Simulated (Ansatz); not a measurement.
# BGeHCl (quartet): the correlation ladder at distance B2–Ge3 = 2.007 Å, cc-pVDZ

An exercise on one series of results from a longer session: the logs are not shown, and one member is left open.

Method: cc-pVDZ, core rule «outside noble gas», up to 20 orbitals frozen; program: Ansatz 0.2.0, Gaussian basis.

To be run: UHF; CCSD(T) on ROHF; CCSD(T) on UHF; BCCD(T) on ROHF; CISD; CCSDT(Q) on ROHF; CCSDT(Q) on UHF; CASSCF and MRCISD+Q, 5 electrons in 5 orbitals; CASSCF and NEVPT2, 5 electrons in 5 orbitals.

23 further runs of the same task are left out: 1 for a mislabelled method, 18 that didn't finish, 4 set aside as unsound or not needed.

**The system**

The geometry derives from a PBE0/def2-TZVP stationary point (not a proven minimum). One bond is set to the value named and the two fragments are kept rigid. No spin-orbit coupling is included. The filled d shell of Ge may be among the frozen orbitals whatever the setting's name suggests; the logs give the count.

4 atoms, charge 0, spin multiplicity 4.

Atoms are counted from 1 here; the program's logs count them from 0.

Bond lengths: Cl1–B2 1.724 Å, B2–Ge3 2.007 Å, Ge3–H4 1.547 Å. Angles: Cl1–B2–Ge3 123.1°, B2–Ge3–H4 123.1°.

The first run:

File in.yaml:

```yaml
crystal:
  periodic: [false, false, false]
  atoms:
    - {symbol: Cl, position_ang: [0.000000, -0.101777, 2.160962]}
    - {symbol: B, position_ang: [0.000000, 0.791619, 0.686080]}
    - {symbol: Ge, position_ang: [0.000000, -0.078196, -1.122868]}
    - {symbol: H, position_ang: [0.000000, 0.724557, -2.445252]}
basis:
  gaussian: {orbitals: cc-pVDZ}
magnetization: {spin_polarized: true, initial_magnetization: 3}
hamiltonian: {xc: hf}
output: {orbitals: {seedname: orbitals}}
```

Started as:

```
$ ansatz run in.yaml --threads 1 --pin off --events-out ev --progress --plain --max-ram 2393MiB
```

Steps of the session up to this table: UHF; CCSD(T) on ROHF; CCSD(T) on UHF; BCCD(T) on ROHF; CISD; CCSDT(Q) on ROHF; CCSDT(Q) on UHF; CASSCF and MRCISD+Q, 5 electrons in 5 orbitals; CASSCF and NEVPT2, 5 electrons in 5 orbitals.

One table of the session follows, with a row left open; its other results are not shown here.

It belongs to the step «Misses and costs». 

| method | from UCCSDT(Q) (meV) |
| --- | --- |
| ROHF | +8182.0 |
| UHF | +8094.4 |
| RMP2 | +1263.3 |
| UMP2 | +1254.6 |
| CISD | +1061.4 |
| RCCSD | +304.0 |
| UCCSD | +293.0 |
| RCCSD(T) | +63.0 |
| UCCSD(T) | +53.4 |
| BCCD(T) | +60.6 |
| RCCSDT | +26.4 |
| UCCSDT | +16.5 |
| RCCSDT(Q) | +12.1 |
| UCCSDT(Q) | 0 |
| CASSCF pair | ? |
| NEVPT2 pair | +1330.1 |
| MRCISD pair | +990.1 |
| MRCISD+Q pair | +177.2 |

Q: Estimate the row for CASSCF pair from the others.

The run gave: from UCCSDT(Q) (meV): +7769.1. In the column «from UCCSDT(Q) (meV)» it lies between NEVPT2 pair (+1330.1) and UHF (+8094.4).

To keep in mind: Restricted and unrestricted rows rest on different reference determinants; where their highest levels disagree by more than a few hundredths of an eV, they describe different states and don't form one ladder.
